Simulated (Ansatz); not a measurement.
# GdTl3: the cost of one run

Program: Ansatz 0.2.0. Level of theory: DFT PBEsol, with the methods named in each step. These are calculated values, not measurements.

## (1) The structure to begin with

It takes space group Pm-3m (No. 221, cubic). The conventional cell has a = 4.690 Å, b = 4.690 Å, c = 4.690 Å, α = 90.00°, β = 90.00°, γ = 90.00°. Gd (site symmetry m-3m) has 12 Tl at 3.32 Å in its first shell of neighbours. Tl (site symmetry 4/mmm) is surrounded by 4 Gd at 3.32 Å and 8 Tl at 3.32 Å.

As a file:

```cif
data_structure
_symmetry_space_group_name_H-M 'Pm-3m'
_symmetry_Int_Tables_number 221
_cell_length_a 4.6900
_cell_length_b 4.6900
_cell_length_c 4.6900
_cell_angle_alpha 90.000
_cell_angle_beta 90.000
_cell_angle_gamma 90.000
_cell_volume 103.16
loop_
_atom_site_label
_atom_site_type_symbol
_atom_site_symmetry_multiplicity
_atom_site_Wyckoff_symbol
_atom_site_fract_x
_atom_site_fract_y
_atom_site_fract_z
_atom_site_occupancy
Gd1 Gd 1 a 0.00000 0.00000 0.00000 1
Tl1 Tl 3 c 0.00000 0.50000 0.50000 1
```

The file gives the conventional cell by its symmetry; the runs use the cell typed in the input.

Atoms are numbered in the order of the input: Gd1, Tl2, Tl3, Tl4.

## (2) Free moments, LAPW

Input file input.yaml:

```yaml
crystal:
  lattice:
    - [4.69, 0.0, 0.0]
    - [0.0, 4.69, 0.0]
    - [0.0, 0.0, 4.69]
  atoms:
    - { symbol: Gd, position: [0.0, 0.0, 0.0], spin: 7.0 }
    - { symbol: Tl, position: [0.0, 0.5, 0.5] }
    - { symbol: Tl, position: [0.5, 0.0, 0.5] }
    - { symbol: Tl, position: [0.5, 0.5, 0.0] }
magnetization:
  spin_polarized: true
kpoints:
  mp_grid: { grid: [6, 6, 6] }
scf:
  occupations: { method: fermi_dirac, width: 0.05 }
hamiltonian:
  xc: pbesol
  pseudopotentials: { kind: all_electron, lapw: { basis_error: 0.001 } }
output:
  forces: true
  stress: true
  eigenvalues: false
  populations: true
```

On the command line:

```sh
ansatz run input.yaml --threads 2 --pin off --max-ram 6144MiB --backend cpu --events-out ev --progress --plain --runs-dir out
```

What time and memory should one allow on 2 threads of Arm Neoverse V2, shared host?

About 45 s, with a peak of 0.77 GiB.
